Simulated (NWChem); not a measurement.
# TeCl2 (SMILES Cl[Te]Cl) at 6 levels

Aim: a comparison of 6 runs (HF/STO-3G, HF/3-21G, HF/def2-SVPD, PBE/def2-SVP, PBE0/def2-SVP, wB97X/def2-TZVP) of TeCl2. 

Program for the calculation: NWChem 7.3.0.

3 further runs of the same task are left out: 3 set aside as unsound or not needed.

### Step 1. Starting point

TeCl2 has 3 atoms, charge 0, and is taken as a singlet. As SMILES, `Cl[Te]Cl`. Geometry: a GFN2-xTB relaxation, a rough one for these elements and not checked as a minimum.

Bond lengths: Te1–Cl2 2.328 Å, Te1–Cl3 2.328 Å. Angles: Cl2–Te1–Cl3 96.2°.

### Step 2. Energy and forces at HF/STO-3G (run 1)

File mymol.nw:

```
start mymol
memory total 2200 mb

geometry units angstrom noautosym nocenter noautoz
  Te    0.005130   -0.007280   -1.036280
  Cl    1.730460   -0.018030    0.526920
  Cl   -1.735590    0.025320    0.509370
end

basis spherical bse
  * library STO-3G
end

scf
  thresh 1e-08
  maxiter 80
  print medium
end

task scf gradient
```

The run is started by

```bash
nwchem mymol.nw > mymol.out
```

Output:

```text
[...]
  functions       =    45
[...]
  wavefunction    = RHF
[...]
         Total SCF energy =  -7456.331170448149
      One-electron energy = -11176.399160430668
      Two-electron energy =   3274.093296648701
 Nuclear repulsion energy =    445.974693333818
        Time for solution =      6.2s
[...]
                         RHF ENERGY GRADIENTS
    atom               coordinates                        gradient
                 x          y          z           x          y          z
   1 Te      0.009694  -0.013757  -1.958285   -0.000160   0.000199   0.028332
   2 Cl      3.270095  -0.034072   0.995734   -0.013846   0.000075  -0.014228
   3 Cl     -3.279790   0.047848   0.962570    0.014006  -0.000274  -0.014105
[...]
```

It took 9.6 s on 1 thread of AMD EPYC 7R43 (Zen 3), shared host; peak memory 0.094 GiB.

### Step 3. Energy and forces at HF/3-21G (run 2)

File mol.xyz:

```xyz
3
TeCl2
Te     0.005130    -0.007280    -1.036280
Cl     1.730460    -0.018030     0.526920
Cl    -1.735590     0.025320     0.509370
```

File mol.nw:

```
start mol
title "TeCl2"
memory total 2200 mb
geometry units angstrom noautosym nocenter noautoz
   load mol.xyz
end
basis spherical bse
   * library 3-21G
end
scf
   thresh 1e-08
   maxiter 80
end
task scf gradient
```

The run is started by

```bash
nwchem mol.nw > mol.out
```

Output:

```text
[...]
  functions       =    57
[...]
  wavefunction    = RHF
[...]
         Total SCF energy =  -7497.303681250724
      One-electron energy = -11217.301667843662
      Two-electron energy =   3274.023293259119
 Nuclear repulsion energy =    445.974693333818
        Time for solution =      7.9s
[...]
                         RHF ENERGY GRADIENTS
    atom               coordinates                        gradient
                 x          y          z           x          y          z
   1 Te      0.009694  -0.013757  -1.958285   -0.000313   0.000420   0.059668
   2 Cl      3.270095  -0.034072   0.995734   -0.036478   0.000248  -0.030012
   3 Cl     -3.279790   0.047848   0.962570    0.036791  -0.000668  -0.029657
[...]
```

Run time: 12 s. Hardware: 1 thread of AMD EPYC 7R43 (Zen 3), shared host; peak memory 0.096 GiB.

Runs 3 to 4 aren't shown in full; the table further down has their settings and results.

### Step 4. Energy and forces at PBE0/def2-SVP (core potential) (run 5)

File cl2te.nw:

```
start cl2te
memory 2200 mb

geometry units angstrom noautosym nocenter noautoz
  Te     0.005130    -0.007280    -1.036280
  Cl     1.730460    -0.018030     0.526920
  Cl    -1.735590     0.025320     0.509370
end

basis spherical bse
  * library def2-SVP
end

ecp bse
  Te library def2-SVP
end

dft
  xc pbe0
  grid xfine
  convergence energy 1e-08
  iterations 100
  mulliken
end

task dft gradient
```

The run is started by

```bash
nwchem cl2te.nw > cl2te.out
```

Output:

```text
[...]
          Wavefunction type:  closed shell.
          No. of atoms     :     3
          No. of electrons :    58
[...]
          Charge           :     0
          Spin multiplicity:     1
[...]
          AO basis - number of functions:    62
[...]
              XC Information
              --------------
                         PBE0 Method XC Functional
                     Hartree-Fock (Exact) Exchange  0.250
          PerdewBurkeErnzerhof Exchange Functional  0.750
            Perdew 1991 LDA Correlation Functional  1.000 local
           PerdewBurkeErnz. Correlation Functional  1.000 non-local
[...]
 d= 0,ls=0.0,diis     1  -1187.8040477649 -1.42D+03  2.13D-02  3.74D-01     3.2
[...]
 d= 0,ls=0.0,diis     8  -1187.8561144975  4.36D-10  2.13D-06  1.62D-08    15.6
         Total DFT energy =    -1187.856114497495
      One electron energy =    -2195.178429960712
           Coulomb energy =      854.757901767984
    Exchange-Corr. energy =      -77.026389646296
 Nuclear repulsion energy =      229.590803341529
[...]
      Total Density - Mulliken Population Analysis
     ---------------------------------------------
    Atom       Charge   Shell Charges
 -----------   ------   -------------------------------------------------------
    1 Te  24    23.54   0.28  1.77  1.40  0.46  3.14  2.89  2.01  1.40  9.82  0.36
    2 Cl  17    17.23   2.00  1.99  1.27  0.71  5.93  2.11  3.20  0.02
    3 Cl  17    17.23   2.00  1.99  1.27  0.71  5.93  2.11  3.20  0.02
[...]
  wavefunction    = closed shell
                         DFT ENERGY GRADIENTS
    atom               coordinates                        gradient
                 x          y          z           x          y          z
   1 Te      0.009694  -0.013757  -1.958285   -0.000062   0.000069   0.009787
   2 Cl      3.270095  -0.034072   0.995734   -0.009500   0.000085  -0.004936
   3 Cl     -3.279790   0.047848   0.962570    0.009561  -0.000154  -0.004851
[...]
```

It took 20 s on 1 thread of AMD EPYC 7R43 (Zen 3), shared host; peak memory 0.12 GiB.

### Step 5. Energy and gradient at wB97X/def2-TZVP (core potential) (run 6)

File cl2te.nw:

```
START cl2te
memory total 2200 mb
charge 0

GEOMETRY units angstrom noautosym nocenter noautoz
   Te       0.005130      -0.007280      -1.036280
   Cl       1.730460      -0.018030       0.526920
   Cl      -1.735590       0.025320       0.509370
END

BASIS spherical bse
   * library def2-TZVP
END

ECP bse
   Te library def2-TZVP
END

DFT
   xc wb97x
   grid fine
   convergence energy 1e-08
   maxiter 100
   mulliken
END

TASK dft gradient
```

The run is started by

```bash
nwchem cl2te.nw > cl2te.out
```

Output:

```text
[...]
          Wavefunction type:  closed shell.
          No. of atoms     :     3
          No. of electrons :    58
[...]
          Charge           :     0
          Spin multiplicity:     1
[...]
          AO basis - number of functions:   124
[...]
              XC Information
              --------------
                       wb97x  Method XC Functional
                     Hartree-Fock (Exact) Exchange  1.000
                         wb97x Exchange Functional  1.000
                      wb97x Correlation Functional  1.000
[...]
 d= 0,ls=0.0,diis     1  -1188.4687441624 -1.42D+03  8.94D-03  1.14D+00    22.6
[...]
 d= 0,ls=0.0,diis    10  -1188.5247563425 -7.27D-09  3.46D-07  8.24D-10   209.7
         Total DFT energy =    -1188.524756342465
      One electron energy =    -2195.685186964667
           Coulomb energy =      854.930572151558
    Exchange-Corr. energy =      -77.360944870886
 Nuclear repulsion energy =      229.590803341529
[...]
      Total Density - Mulliken Population Analysis
     ---------------------------------------------
    Atom       Charge   Shell Charges
 -----------   ------   -------------------------------------------------------
    1 Te  24    23.49   0.29 -0.86  1.61  0.97  1.20  0.68 -0.51  6.46  1.08  1.85  0.46  9.05  0.97  0.18  0.00  0.05
    2 Cl  17    17.26   2.01  0.43  1.52  1.12  0.85  4.19  1.67  1.12  2.83  1.47  0.01  0.04  0.00
    3 Cl  17    17.26   2.01  0.43  1.52  1.12  0.85  4.19  1.67  1.12  2.83  1.47  0.01  0.04  0.00
[...]
  wavefunction    = closed shell
[...]
                         DFT ENERGY GRADIENTS
    atom               coordinates                        gradient
                 x          y          z           x          y          z
   1 Te      0.009694  -0.013757  -1.958285    0.000028  -0.000056  -0.008001
   2 Cl      3.270095  -0.034072   0.995734    0.001838   0.000005   0.004015
   3 Cl     -3.279790   0.047848   0.962570   -0.001866   0.000051   0.003986
[...]
```

Wall time 6.3 min (1 thread of AMD EPYC 7R43 (Zen 3), shared host); peak memory 0.15 GiB.

### Step 6. Overview of the runs

```tsv
run	level	core potential	iteration cap	energy (Eh)	dipole moment (D)	HOMO energy (eV)	LUMO energy (eV)	wall time
1	HF/STO-3G	–	80	-7456.331170	2.16	-7.69	3.55	9.6 s
2	HF/3-21G	–	80	-7497.303681	3.57	-9.65	-0.04	12 s
3	HF/def2-SVPD (core potential)	def2-SVPD	80	-1185.736981	2.33	-9.26	0.14	27 s
4	PBE/def2-SVP (core potential)	def2-SVP	100	-1187.767719	1.98	-5.28	-3.41	21 s
5	PBE0/def2-SVP (core potential)	def2-SVP	100	-1187.856114	2.22	-6.51	-2.68	20 s
6	wB97X/def2-TZVP (core potential)	def2-TZVP	100	-1188.524756	2.22	-8.85	-0.70	6.3 min
```

### Step 7. Summary of results

| quantity | value |
| --- | --- |
| run 6: total energy | -1188.52476 Eh |
| run 6: dipole moment | 2.22 D |
| run 6: HOMO energy | -8.85 eV |
| run 6: LUMO energy | -0.70 eV |
| run 6: HOMO–LUMO gap | 8.15 eV |
| run 6: largest force on an atom | 0.411 eV/Å |

**Reading.** The dipole moment (its size) runs from 1.98 D (PBE/def2-SVP) to 3.57 D (HF/3-21G). The two ends differ in method and basis and core potential. The HOMO–LUMO gap runs from 1.87 eV (PBE/def2-SVP) to 11.24 eV (HF/STO-3G). Totals of different functionals can't be ranked against each other. Some runs of one species differ in core potentials or relativity; totals across that change don't compare. In run 1 the basis is minimal, so the values are rough. In runs 1, 2 relativity is left out where basis or elements ask for it. All runs together took 7.8 min, the longest 6.3 min.
